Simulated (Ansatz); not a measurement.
## Cl2H3NOSi, SMILES N[Si](O)(Cl)Cl: a geometry optimisation

Program: the Ansatz DFT code, driven from Python.

`opt_cl2h3nosi.py`
```python
"""Minimum-energy structure of Cl2H3NOSi."""

import itertools

import ansatz as az
from ase.data import atomic_numbers, covalent_radii
import numpy as np


def main() -> None:
    geometry_ang = [
        ("N", (-1.2608, 0.1524, 0.4777)),
        ("Si", (0.1622, -0.0735, -0.2805)),
        ("O", (1.1335, -0.6902, 0.8466)),
        ("Cl", (0.1537, -1.3774, -1.8144)),
        ("Cl", (0.988, 1.6455, -0.9717)),
        ("H", (-1.1354, 0.7459, 1.3113)),
        ("H", (-1.8473, 0.7937, -0.1286)),
        ("H", (1.8982, -1.2534, 0.5039)),
    ]
    geometry = az.Crystal.molecule()
    for symbol, xyz in geometry_ang:
        geometry = geometry.atom(symbol, xyz)

    setup = (
        geometry.calculation()
        .basis(gaussian="def2-SVP")
        .functional("PBE")
    )
    symbols = [site.symbol for site in geometry.cartesian_sites]
    start = np.array([site.position_ang for site in geometry.cartesian_sites], dtype=float)
    def progress(event):
        if event["event"] == "relax_step":
            row = event["data"]
            print(f"step {row['step']:3d}  E = {row['lagrangian_ev']:.6f} eV  largest force component {row['allowed_force_max_ev_ang']:.4f} eV/A")


    data = setup.relax(force_tolerance=0.02, max_steps=100).session().plan().execute(on_event=progress).report
    end = np.array(data["positions_ang"])

    for key in ("converged", "free_energy_ev", "reference_energy_ev", "n_frozen", "n_occupied", "n_virtual"):
        print(f"{key:22s} {data[key]}")

    # pairs closer than 1.2 times the sum of covalent radii, before or after
    radius = [covalent_radii[atomic_numbers[s]] for s in symbols]
    span = lambda where, i, j: np.linalg.norm(where[i] - where[j])
    bonded = [(i, j) for i, j in itertools.combinations(range(len(symbols)), 2) if min(span(start, i, j), span(end, i, j)) < 1.2 * (radius[i] + radius[j])]
    print("pair        before    after (A)")
    for i, j in bonded:
        print(f"{symbols[i]}{i}-{symbols[j]}{j}".ljust(10), f"{span(start, i, j):8.4f} {span(end, i, j):8.4f}")
    for first, second in list(itertools.combinations(bonded, 2)):
        shared = set(first) & set(second)
        if shared and symbols[(j := shared.pop())] != "H":
            i, k = sorted((set(first) | set(second)) - {j})
            u, v = end[i] - end[j], end[k] - end[j]
            angle = np.degrees(np.arccos(np.clip(u @ v / np.linalg.norm(u) / np.linalg.norm(v), -1, 1)))
            print(f"final angle {symbols[i]}{i}-{symbols[j]}{j}-{symbols[k]}{k}: {angle:.2f} deg")


if __name__ == "__main__":
    main()
```

```console
$ python opt_cl2h3nosi.py
step   1  E = -36481.867642 eV  largest force component 3.8740 eV/A
step   2  E = -36482.259727 eV  largest force component 1.5413 eV/A
step   3  E = -36482.344691 eV  largest force component 0.4295 eV/A
step   4  E = -36482.348540 eV  largest force component 0.6346 eV/A
step   5  E = -36482.368608 eV  largest force component 0.4653 eV/A
step   6  E = -36482.394299 eV  largest force component 0.4389 eV/A
step   7  E = -36482.401924 eV  largest force component 0.2670 eV/A
step   8  E = -36482.409141 eV  largest force component 0.1380 eV/A
step   9  E = -36482.410985 eV  largest force component 0.0676 eV/A
step  10  E = -36482.410951 eV  largest force component 0.0243 eV/A
step  11  E = -36482.411286 eV  largest force component 0.0391 eV/A
step  12  E = -36482.411348 eV  largest force component 0.0088 eV/A
converged              True
free_energy_ev         -36482.411378326644
reference_energy_ev    -36482.411378326644
n_frozen               0
n_occupied             [33, 33]
n_virtual              [64, 64]
pair        before    after (A)
N0-Si1       1.6281   1.7064
N0-H5        1.0309   1.0221
N0-H6        1.0596   1.0211
Si1-O2       1.6106   1.6603
Si1-Cl3      2.0132   2.0710
Si1-Cl4      2.0285   2.0932
O2-H7        1.0097   0.9738
final angle Si1-N0-H5: 120.27 deg
final angle Si1-N0-H6: 119.89 deg
final angle N0-Si1-O2: 107.48 deg
final angle N0-Si1-Cl3: 106.86 deg
final angle N0-Si1-Cl4: 116.44 deg
final angle H5-N0-H6: 112.53 deg
final angle O2-Si1-Cl3: 113.52 deg
final angle O2-Si1-Cl4: 106.73 deg
final angle Si1-O2-H7: 114.00 deg
final angle Cl3-Si1-Cl4: 106.04 deg
```

What to keep in mind:
- Total energies depend on the basis set; only differences at equal settings carry meaning.
- The end point is the stationary point reached from this start; no frequency run checks that it is a minimum, and the basis set is modest.
- Wall time of the script: 45 s on 1 thread of Arm Neoverse V1, on a shared host, peak memory 0.22 GiB.
